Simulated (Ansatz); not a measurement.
# C2H5ClSi: one species, many methods

An exercise on one series of results from a longer session: the logs are not shown, and one member is left open.

The runs use Ansatz 0.2.0, Gaussian basis; functionals in def2-TZVPP, the program's frozen cores in correlated methods.

The runs, in order: PBE-D4, r2SCAN-D4, PBE0-D4, B3LYP-D4, ωB97X-V, ωB97M-V, B2PLYP; CCSD(T)/def2-TZVPP; CCSD(T)/def2-QZVPP; extrapolation to the limit.

### The relaxed structure

An earlier PBE0-D4 in a triple-zeta def2 set relaxation fixed the geometry.

SMILES `CC[Si]Cl`, 9 atoms, charge 0, spin multiplicity 1.

Atoms are counted from 1 here; the program's logs count them from 0.

Bond lengths: C1–C2 1.519 Å, C1–H5 1.093 Å, C1–H6 1.092 Å, C1–H7 1.092 Å, C2–Si3 1.893 Å, C2–H8 1.103 Å, C2–H9 1.103 Å, Si3–Cl4 2.091 Å. Angles: C2–C1–H5 111.6°, C2–C1–H6 111.2°, C2–C1–H7 111.2°, H5–C1–H6 107.9°, H5–C1–H7 107.9°, H6–C1–H7 106.8°, C1–C2–Si3 123.1°, C1–C2–H8 111.3°, C1–C2–H9 111.3°, Si3–C2–H8 103.0°, Si3–C2–H9 103.1°, H8–C2–H9 102.8°, C2–Si3–Cl4 101.5°.

Set-up of the first run:

in.yaml

```yaml
crystal:
  periodic: [false, false, false]
  atoms:
    - {symbol: C, position_ang: [0.481530, 0.815279, 0.079111]}
    - {symbol: C, position_ang: [-0.739780, -0.049605, -0.179204]}
    - {symbol: Si, position_ang: [-0.708596, -1.939790, -0.082930]}
    - {symbol: Cl, position_ang: [1.287572, -2.299047, 0.426457]}
    - {symbol: H, position_ang: [0.251176, 1.878543, -0.026502]}
    - {symbol: H, position_ang: [1.288908, 0.576943, -0.615819]}
    - {symbol: H, position_ang: [0.873340, 0.655824, 1.085403]}
    - {symbol: H, position_ang: [-1.571647, 0.219910, 0.493567]}
    - {symbol: H, position_ang: [-1.162504, 0.141942, -1.180091]}
basis:
  gaussian: {orbitals: def2-TZVPP}
hamiltonian: {xc: pbe, dispersion: d4}
output: {forces: true, orbitals: {seedname: orbitals}}
```

Launch:

```sh
> ansatz run in.yaml --threads 2 --pin off --events-out ev --progress --plain --max-ram 32768MiB --backend cpu
```

Steps of the session up to this table: PBE-D4 (GGA); r2SCAN-D4 (meta-GGA); PBE0-D4 (hybrid); B3LYP-D4 (hybrid); ωB97X-V (range-separated); ωB97M-V (range-separated); B2PLYP (double hybrid); CCSD(T) in def2-TZVPP; CCSD(T) in def2-QZVPP.

One table of the session follows, with a row left open; its other results are not shown here.

It belongs to the step «Atomisation energies». 

| method | atomisation energy (kJ/mol) |
| --- | --- |
| PBE-D4 | 3310.7 |
| r2SCAN-D4 | 3259.7 |
| PBE0-D4 | 3269.8 |
| B3LYP-D4 | 3252.4 |
| ωB97X-V | ? |
| ωB97M-V | 3276.8 |
| B2PLYP | 3215.0 |
| HF/def2-TZVPP | 2433.0 |
| MP2/def2-TZVPP | 3209.1 |
| CCSD/def2-TZVPP | 3127.8 |
| CCSD(T)/def2-TZVPP | 3173.0 |
| MP2/CBS | 3291.3 |
| CCSD(T)/CBS | 3254.9 |

Q: Estimate the row for ωB97X-V from the others.

The run gave: atomisation energy (kJ/mol): 3262.3. In the column «atomisation energy (kJ/mol)» it lies between r2SCAN-D4 (3259.7) and PBE0-D4 (3269.8).
